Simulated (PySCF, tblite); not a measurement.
# C6H11FSi: geometry, infrared bands and NMR shifts

Wanted: the infrared bands and NMR shifts of C6H11FSi (`C=CC[SiH2]CC(=C)F`), by calculation.

The runs use tblite 0.8.0 and PySCF 2.14.0, with density-fitted response routines of our own; the level of theory stands in each step. All values are computed, except where a source is named. Atoms are numbered from 0 throughout.

## 1. The molecule as given

19 atoms, charge 0, multiplicity 1; geometry from: force field or distance geometry start.

Bonds of the start (Å): C0–C1 1.32, C1–C2 1.49, C2–Si3 1.85, Si3–C4 1.86, C4–C5 1.50, C5–C6 1.34, C5–F7 1.37, C0–H8 1.08, C0–H9 1.09, C1–H10 1.11, C2–H11 1.11, C2–H12 1.10, Si3–H13 1.49, Si3–H14 1.48, C4–H15 1.11, C4–H16 1.12, C6–H17 1.09, C6–H18 1.09.

## 2. Optimising the geometry with GFN2-xTB

The job: settings as JSON, then the geometry in Å.

```
{"job": {"kind": "relax", "xc": "GFN2-xTB", "basis": "xTB"}, "charge": 0, "multiplicity": 1}
C      2.714500     1.393200    -0.119800
C      2.420800     0.177000     0.310600
C      1.591000    -0.744300    -0.524000
Si     0.028700    -1.245800     0.339900
C     -1.482400    -0.550900    -0.492600
C     -2.463900    -0.014600     0.513400
C     -2.813700     1.274900     0.501200
F     -2.968600    -0.872600     1.456100
H      2.362800     1.783200    -1.068000
H      3.316300     2.010600     0.541700
H      2.802600    -0.173000     1.291200
H      2.216400    -1.634100    -0.727300
H      1.319000    -0.303000    -1.490900
H      0.088800    -0.865400     1.782900
H     -0.071000    -2.724700     0.274000
H     -2.021000    -1.362200    -1.024100
H     -1.187000     0.284000    -1.172400
H     -3.515600     1.692400     1.217500
H     -2.347400     1.884600    -0.276900
```

The run is started by

```console
$ OMP_NUM_THREADS=1 python probes_run.py task.json out
```

This one command runs all jobs of the session in turn.

**Question.** This job is followed by: GFN2-xTB harmonic vibrations, gas phase; GIAO PBE0/pcSseg-1 NMR shielding, non-relativistic, gas phase. Predict these results of the whole session: strongest single infrared mode (GFN2-xTB); zero-point energy (GFN2-xTB); 13C shifts against TMS (PBE0/pcSseg-1); 1H shifts against TMS (PBE0/pcSseg-1, means over atoms taken as alike); 29Si shifts against TMS (PBE0/pcSseg-1); 19F shifts against CFCl3 (PBE0/pcSseg-1); surface potential, 1st and 99th percentile.

As calculated:

| quantity | value |
| --- | --- |
| strongest single infrared mode (GFN2-xTB) | 2233 cm⁻¹, 329 km/mol |
| zero-point energy (GFN2-xTB) | 91.9 kcal/mol |
| 13C shifts against TMS (PBE0/pcSseg-1) | 177.0, 143.8, 120.6, 92.1, 23.2, 19.3 ppm |
| 1H shifts against TMS (PBE0/pcSseg-1, means over atoms taken as alike) | 6.14, 5.27, 5.27, 4.59, 4.25, 4.23, 1.89, 1.80 ppm |
| 29Si shifts against TMS (PBE0/pcSseg-1) | -38.0 ppm |
| 19F shifts against CFCl3 (PBE0/pcSseg-1) | -82.5 ppm |
| surface potential, 1st and 99th percentile | -0.93 V and 0.92 V |

In words: Over 158 steps the energy fell by 0.457 eV; of the close pairs, C2–Si3 changed most, 1.854 to 1.913 Å. No mode is imaginary among the 51: a minimum at this level. The strongest single mode, at 2233 cm⁻¹, moves mainly H13. GFN2-xTB is a fitted tight-binding method: band positions and strengths are rough. Its intensities can rank the bands wrongly. H10 (hydrogen on an alkene CH) lies farthest downfield among hydrogen, at 6.14 ppm; olefinic region. At PBE0/pcSseg-1: The largest span, 239 ppm, is at C1, where the paramagnetic term is -215 ppm.
